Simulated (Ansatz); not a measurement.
# HfB (Fm-3m) in Ansatz: single point with PBEsol

Aim: the single point of HfB with PBEsol.

Everything below comes from runs of Ansatz 0.2.0. Logs are shortened: lines on timing, memory, paths and dates and some standing lists are left out, and cuts for length are marked.

## (1) The crystal as given

It takes space group Fm-3m (No. 225, cubic). The conventional cell has a = 4.620 Å, b = 4.620 Å, c = 4.620 Å, α = 90.00°, β = 90.00°, γ = 90.00°. Around Hf (site symmetry m-3m) lie 6 B at 2.31 Å. B (site symmetry m-3m) is surrounded by 6 Hf at 2.31 Å.

## (2) Single point, PBEsol

File input.yaml:

```yaml
crystal:
  lattice:
    - [0.0, 2.31, 2.31]
    - [2.31, 0.0, 2.31]
    - [2.31, 2.31, 0.0]
  atoms:
    - { symbol: Hf, position: [0.5, 0.5, 0.5] }
    - { symbol: B, position: [0.0, 0.0, 0.0] }
kpoints:
  mp_grid: { grid: [6, 6, 6] }
scf:
  occupations: { method: fermi_dirac, width: 0.03 }
hamiltonian:
  xc: pbesol
  pseudopotentials: { kind: all_electron, lapw: { basis_error: 0.001 } }
output:
  forces: true
  stress: true
  eigenvalues: true
```

Potentials or basis: all-electron LAPW, scalar-relativistic.

Started as:

```sh
> ansatz run input.yaml --threads 1 --pin off --max-ram 3072MiB --backend cpu --events-out ev --progress --plain --runs-dir out
```

Standard output:

```text
Warning: RAYON_NUM_THREADS=1 ignored (pool sized by the plan → 1); use --threads N
LAPW: plane waves up to 8.605 Å⁻¹, error target 1.0e-3 eV per atom; small_component_spin mean_spin; B in spheres of 0.904 Å, 5 of its electrons in bands, Dirac shells []; Hf in spheres of 1.406 Å, 42 of its electrons in bands, Dirac shells [] (how accurate: hamiltonian.pseudopotentials.lapw.basis_error, Limitations)
Engine: ansatz 0.2.0, aarch64-unknown-linux-gnu
Pseudopotentials: kind: all_electron
Pseudopotential: Hf, LAPW, valence charge 42, lapw/all_electron/scalar/gaussian/Hf, Koelling and Harmon's equation, gaussian nucleus
Pseudopotential: B, LAPW, valence charge 5, lapw/all_electron/scalar/gaussian/B, Koelling and Harmon's equation, gaussian nucleus
Functional definition: PBEsol
  exchange = pbesol_x
  correlation = pbesol_c
Crystal: 2 atoms, lattice volume = 24.653 Å³
Basis set: ecut = 282.08217336637455 eV, 283 PW (Γ), exchange–correlation at level 2
Bands: 29, of which v1, the nominal top of the filled ones, is band 24 counted from 1 (23 counted from 0)
Symmetry: 48 space group operations
Space group: Fm-3m (ITA 225), of the structure as read, at distance tolerance 2.9e-5 Å
k-points: 16 of 216
Non-local potential: Hf, projectors of the file, none
Non-local potential: B, projectors of the file, none
Initial density: superposition of atomic densities (chi_scale 0.1, normalization cell, long waves kept (reshape's long-wave potential 0.00 eV rms))
Initial wavefunctions: plane waves of lowest kinetic energy (no species holds an atomic orbital)
Functional: x = pbesol(κ = 0.804, μ = 0.12345679012345678), c = pbesol(β = 0.046)
iter 1 solved again at ethr=4.47e-3 eV; its pass at ethr=1.00e-1 eV (dr2=2.10e0 eV) is discarded
SCF iter   1: F=—  HF=-410801.494074 eV  |F-HF|=—  |Δ(HF+E_count)|=         —  Δρ=7.81e-2  dr2=2.10e0  ethr=4.47e-3  ⟨swp⟩=2.0  Hψ=2820  notcnv=0
preconditioner: auto → none  [insulator: Δε(μ)=0.237 eV  Ē_g=18.037 eV  σ=0.030 eV  W_gap=0.50  n_scr=14 (ndim 8)  ℏωp=38.9 eV  f_vac=0.000  D(μ)=0.93/eV (n_scr^D=8)  ε∞_Penn≈5.6]
iter 2 solved again at ethr=2.05e-4 eV; its pass at ethr=4.47e-3 eV (dr2=9.65e-2 eV) is discarded
SCF iter   2: F=—  HF=-410800.731466 eV  |F-HF|=—  |Δ(HF+E_count)|=   7.63e-1  Δρ=1.88e-2  dr2=9.65e-2  ethr=2.05e-4  ⟨swp⟩=2.0  Hψ=2412  notcnv=0
SCF iter   3: F=—  HF=-410800.584720 eV  |F-HF|=—  |Δ(HF+E_count)|=   1.47e-1  Δρ=5.81e-3  dr2=4.08e-3  ethr=2.05e-4  ⟨swp⟩=2.9  Hψ=1475  notcnv=0
SCF iter   4: F=—  HF=-410800.579188 eV  |F-HF|=—  |Δ(HF+E_count)|=         —  Δρ=3.53e-3  dr2=1.27e-3  ethr=8.67e-6  ⟨swp⟩=2.0  Hψ=1332  notcnv=0
the basis was enlarged: its passes take 739.3 KiB over the memory plan, 1 of 1 planned eigensolver slots
SCF iter   5: F=—  HF=-410800.579306 eV  |F-HF|=—  |Δ(HF+E_count)|=   1.18e-4  Δρ=4.94e-4  dr2=4.71e-5  ethr=2.70e-6  ⟨swp⟩=2.0  Hψ=1332  notcnv=0
SCF iter   6: F=—  HF=-410800.579309 eV  |F-HF|=—  |Δ(HF+E_count)|=   2.66e-6  Δρ=6.74e-5  dr2=9.23e-7  ethr=1.00e-7  ⟨swp⟩=2.6  Hψ=1345  notcnv=0
SCF iter   7: F=-410800.579309 eV  HF=-410800.579309 eV  |F-HF|=5.53e-9  |Δ(HF+E_count)|=   2.71e-8  Δρ=5.88e-6  dr2=7.48e-9  ethr=1.96e-9  ⟨swp⟩=2.9  Hψ=1368  notcnv=0
SCF 1 converged in 7 iterations: F = -410800.579309 eV  dr2 = 7.48e-9
SCF converged after 7 iterations
Free energy (F): -410800.579309 eV
Harris-Foulkes:  -410800.579309 eV  (|F-HF|=5.53e-9)
Internal energy: -410800.573538 eV  (E = F + TS)
E sigma→0 (E₀):  -410800.576423 eV
Entropy (-TS):   -0.005771 eV (-2.886 meV/atom)
Fermi energy:    19.701518 eV
--- Per-component energies (eV) ---
  E_band       = -4070.484256
  E_kinetic    = 456983.336813
  E_xc         = -8401.037316
  E_electrostatic = -859382.873035  (all electrons and nuclei)
  E_smearing   = -0.005771  (= −TS)
  E_closure    = 0.000000  (closes the sum)
  E_atoms      = -410784.893067  (free atoms, spherical and without spin; not in F)
  Σ components = -410800.579309   (vs F -410800.579309, Δ=0.00e0)
  Basis errors (estimates in eV, not in F): energy 4.2e-4 per atom: plane waves 3.8e-4 (2.1e-4 summed), levels above the bands 5.6e-174, relativity 2.9e-8, radial functions 3.3e-5, core shells 4.7e-8; eigenvalues (radial functions only) 4.5e-6; not estimated: angular momenta, meshes, grids; target (lapw.basis_error) 1.0e-3; muffin-tin radii B 0.904 Å, Hf 1.406 Å
--- Forces (eV/Å), atoms counted from 1 ---
  atom   1  Hf     0.00000000     0.00000000    -0.00000000
  atom   2  B     -0.00000000    -0.00000000     0.00000000
  max |Σ_I F_I| component: 2.47e-31 eV/Å
--- Stress (GPa, compression-positive) ---
       23.535133       0.000000       0.000000
        0.000000      23.535133       0.000000
        0.000000       0.000000      23.535133
  P = ⅓ Tr σ = 23.5351 GPa (235.351 kbar)
--- Band table (eV; the first three rows and the last of 16) ---
  k-point 0: bands = ["-351.1077", "-351.1077", "-351.1077", "-179.1894", "-179.1894", "-179.1894", "-179.1736", "-179.1736", "-150.4131", "-39.9411", "-8.4434", "-8.4434", "-8.4434", "10.0668", "10.0679", "10.0679", "10.0679", "10.1595", "10.1595", "10.1595", "10.3549", "22.0285", "22.0285", "22.0285", "23.9867", "23.9867", "23.9867", "24.0610", "24.0610"]
  k-point 1: bands = ["-351.1077", "-351.1077", "-351.1077", "-179.1894", "-179.1894", "-179.1894", "-179.1736", "-179.1736", "-150.4131", "-39.9297", "-8.6360", "-8.4632", "-8.4632", "10.0588", "10.0791", "10.0837", "10.0837", "10.1439", "10.1439", "10.1602", "11.1357", "20.1912", "20.8782", "20.8782", "23.0797", "23.0797", "24.7312", "27.6847", "27.6847"]
  k-point 2: bands = ["-351.1077", "-351.1077", "-351.1077", "-179.1894", "-179.1894", "-179.1894", "-179.1736", "-179.1736", "-150.4131", "-39.9069", "-9.0011", "-8.5024", "-8.5024", "10.0465", "10.1050", "10.1050", "10.1057", "10.1278", "10.1278", "10.1615", "13.0539", "17.7464", "19.1259", "19.1259", "24.9070", "24.9070", "25.6497", "31.7138", "31.7138"]
  k-point 15: bands = ["-351.1077", "-351.1077", "-351.1077", "-179.1894", "-179.1894", "-179.1894", "-179.1736", "-179.1736", "-150.4131", "-39.8801", "-9.0106", "-8.8075", "-8.7076", "10.0963", "10.1006", "10.1008", "10.1147", "10.1263", "10.1275", "10.1325", "13.9535", "18.5496", "18.7317", "19.4264", "23.9566", "26.7492", "27.7026", "27.7415", "30.7041"]
```

It took 7 s on 1 thread of Arm Neoverse N1, shared host; peak memory 0.24 GiB.

Results:

```
Free energy            : -410800.5793 eV
Pressure               : 23.5 GPa
Band gap on the k mesh : none (metal or under the smearing width)
```

Caveat: the k mesh is coarse (spacing up to 0.39 Å⁻¹), so the values aren't converged; the k mesh is thin for a metal, which can move the energy by tens of meV per atom; so large a pressure means that the cell lies far from this level's equilibrium, or that cutoff or potentials fall short.
